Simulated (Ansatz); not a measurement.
Working through a rigid scan of one bond length of Al₂BrH₃Si, SMILES Br[SiH]1[AlH][AlH]1

Computed with Ansatz 0.2.0 through its Python package.

The cells in order, each with its output:

In [1]:
```python
import ansatz as az
import numpy as np
```

In [2]:
```python
geometry = (
    az.Crystal.molecule()
    .atom("Br", (-1.4876, -2.426, -0.1115))
    .atom("Si", (-1.0368, -0.1878, -0.2244))
    .atom("Al", (0.4823, 0.4701, 1.3802))
    .atom("Al", (1.166, 0.2336, -1.098))
    .atom("H", (-2.1128, 0.7431, -0.5843))
    .atom("H", (0.906, 0.8142, 2.9056))
    .atom("H", (2.1441, 0.2848, -2.3133))
)
```

In [3]:
```python
symbols = [site.symbol for site in geometry.cartesian_sites]
start = np.array([site.position_ang for site in geometry.cartesian_sites])
axis = (start[6] - start[3]) / np.linalg.norm(start[6] - start[3])
moving = [6]
lengths, energies = [1.374, 1.436, 1.498, 1.561, 1.623, 1.686, 1.748, 1.842], []
for length in lengths:
    xyz = start.copy()
    xyz[moving] += (length - np.linalg.norm(start[6] - start[3])) * axis
    point = az.Crystal.molecule()
    for symbol, place in zip(symbols, xyz):
        point = point.atom(symbol, place.tolist())
    setup = (
        point.calculation()
        .basis(gaussian="def2-SVP")
        .functional("r2scan", dispersion="d3bj")
        .accuracy("medium")
    )
    rep = setup.run().report
    energies.append(rep["free_energy_ev"])
    print(f"r = {length:6.3f} A  E = {energies[-1]:.5f} eV  <S^2> = {abs(rep['mean_field']['state']['spin_squared']):.3f}")
```
```text
DeckWarning: the engine holds no damping parameters fitted to this dispersion correction and functional, so the run takes those fitted to r2scan beside the three-body term, which d3bj leaves out (hamiltonian.dispersion, under Limitations)
r =  1.374 A  E = -91147.58749 eV  <S^2> = 0.000
r =  1.436 A  E = -91147.81124 eV  <S^2> = 0.000
r =  1.498 A  E = -91147.94317 eV  <S^2> = 0.000
r =  1.561 A  E = -91148.00316 eV  <S^2> = 0.000
r =  1.623 A  E = -91148.00522 eV  <S^2> = 0.000
r =  1.686 A  E = -91147.96250 eV  <S^2> = 0.000
r =  1.748 A  E = -91147.88675 eV  <S^2> = 0.000
r =  1.842 A  E = -91147.72639 eV  <S^2> = 0.000
```

In [4]:
```python
fit = np.polynomial.Polynomial.fit(lengths, np.array(energies) - min(energies), 4).convert()
roots = [r.real for r in fit.deriv().roots() if abs(r.imag) < 1e-9 and fit.deriv(2)(r.real) > 0]
r_e = min(roots, key=lambda r: abs(r - lengths[int(np.argmin(energies))]))
print(f"minimum of the fit at {r_e:.4f} A, force constant {fit.deriv(2)(r_e):.2f} eV/A^2")
```
```text
minimum of the fit at 1.5936 A, force constant 12.82 eV/A^2
```

Reading the output:
- The settings weren't tested for convergence.
- Warnings are shown shortened and without file and line.
- The rest of the molecule is held rigid at a force-field or estimated start geometry, and the basis set is modest; single-reference methods fail as a bond breaks.
- The orbitals are restricted, so S² is zero by construction.
- A dispersion term here runs with damping parameters fitted for another variant or functional.
- It ran for 48 s on 1 thread of Arm Neoverse V2, on a shared host, peak memory 0.24 GiB.
